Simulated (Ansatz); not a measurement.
Relaxation of a periodic cell of 23 atoms, Si₈O₁₄F (host SiO2, host structure P4_2/mnm, dopant F, one O atom removed), cell charge +2, to a largest force component of 0.03 eV/Å in at most 60 steps.

Level of theory: DFT PBE, scalar-relativistic, plane waves, PAW (Ansatz). Settings: PAW set soft_1, cutoff 420 eV, k mesh 2x2x3, fermi-dirac smearing 0.02 eV, spin collinear.

```xyz
23
Lattice="-4.2244 -4.2244 0.0000 4.2244 -4.2244 0.0000 0.0000 0.0000 5.3792" Properties=species:S:1:pos:R:3:forces:R:3
Si 0.000 -4.224 0.000 -0.33 -0.33 0.00
Si 2.112 -2.112 1.345 0.23 0.23 0.15
O 1.296 -2.928 0.000 -0.25 -0.25 0.00
O 0.816 -0.816 1.345 -0.56 0.81 1.23
O -1.296 -5.521 0.000 0.16 0.16 0.00
O 3.409 -3.409 1.345 0.81 -0.56 1.23
Si 0.000 -4.224 2.690 -0.16 -0.16 0.00
Si 2.112 -2.112 4.034 0.23 0.23 -0.15
O 1.296 -2.928 2.690 -0.24 -0.24 0.00
O 0.816 -0.816 4.034 -0.56 0.81 -1.23
O -1.296 -5.521 2.690 0.18 0.18 0.00
O 3.409 -3.409 4.034 0.81 -0.56 -1.23
Si 0.000 0.000 0.000 0.29 0.29 0.00
Si -2.112 -2.112 1.345 -1.13 -1.13 -4.65
O -2.928 -2.928 0.000 -0.30 -0.30 0.00
O 0.816 -5.040 1.345 1.00 -0.96 1.24
O -1.296 -1.296 0.000 0.25 0.25 0.00
O -0.816 -3.409 1.345 -0.96 1.00 1.24
Si 0.000 0.000 2.690 0.96 0.96 0.00
Si -2.112 -2.112 4.034 -1.13 -1.13 4.65
F -1.296 -1.296 2.690 0.66 0.66 0.00
O 0.816 -5.040 4.034 1.00 -0.96 -1.24
O -0.816 -3.409 4.034 -0.96 1.00 -1.24
```

Question: Where does it end, and by what steps?

Answer: The run converged. Limits of this set-up: coarse k mesh, a small cell, in which the defect meets its images, charged cell in a uniform background, uncorrected. After 5 steps the energy has fallen by 0.898 eV; Si20 moved furthest, 0.09 Å.

```json
{"step": "0", "energy less start (eV)": "0.0000", "largest force component (eV/Å)": "4.652", "accepted": "yes"}
{"step": "1", "energy less start (eV)": "-0.5976", "largest force component (eV/Å)": "2.605", "accepted": "yes"}
{"step": "2", "energy less start (eV)": "-0.8841", "largest force component (eV/Å)": "0.417", "accepted": "yes"}
{"step": "3", "energy less start (eV)": "-0.8972", "largest force component (eV/Å)": "0.080", "accepted": "yes"}
{"step": "4", "energy less start (eV)": "-0.8976", "largest force component (eV/Å)": "0.036", "accepted": "yes"}
{"step": "5", "energy less start (eV)": "-0.8981", "largest force component (eV/Å)": "0.020", "accepted": "yes"}
```

```xyz
23
Lattice="-4.2244 -4.2244 0.0000 4.2244 -4.2244 0.0000 0.0000 0.0000 5.3792" Properties=species:S:1:pos:R:3
Si -0.022 -4.246 0.000
Si 2.112 -2.112 1.357
O 1.284 -2.941 0.000
O 0.829 -0.775 1.381
O -1.296 -5.520 0.000
O 3.450 -3.396 1.381
Si -0.011 -4.235 2.690
Si 2.112 -2.112 4.022
O 1.283 -2.941 2.690
O 0.829 -0.775 3.999
O -1.294 -5.518 2.690
O 3.450 -3.396 3.999
Si 0.003 0.003 0.000
Si -2.131 -2.131 1.254
O -2.949 -2.949 0.000
O 0.832 -5.090 1.378
O -1.285 -1.285 0.000
O -0.865 -3.393 1.378
Si 0.059 0.059 2.690
Si -2.131 -2.131 4.125
F -1.297 -1.297 2.690
O 0.832 -5.090 4.002
O -0.865 -3.393 4.002
```

Whether the end is a true minimum wasn't checked by a vibrational analysis.

Run time: 64 s on 2 threads of Arm Neoverse V2 (shared host), peak memory 0.6 GiB.
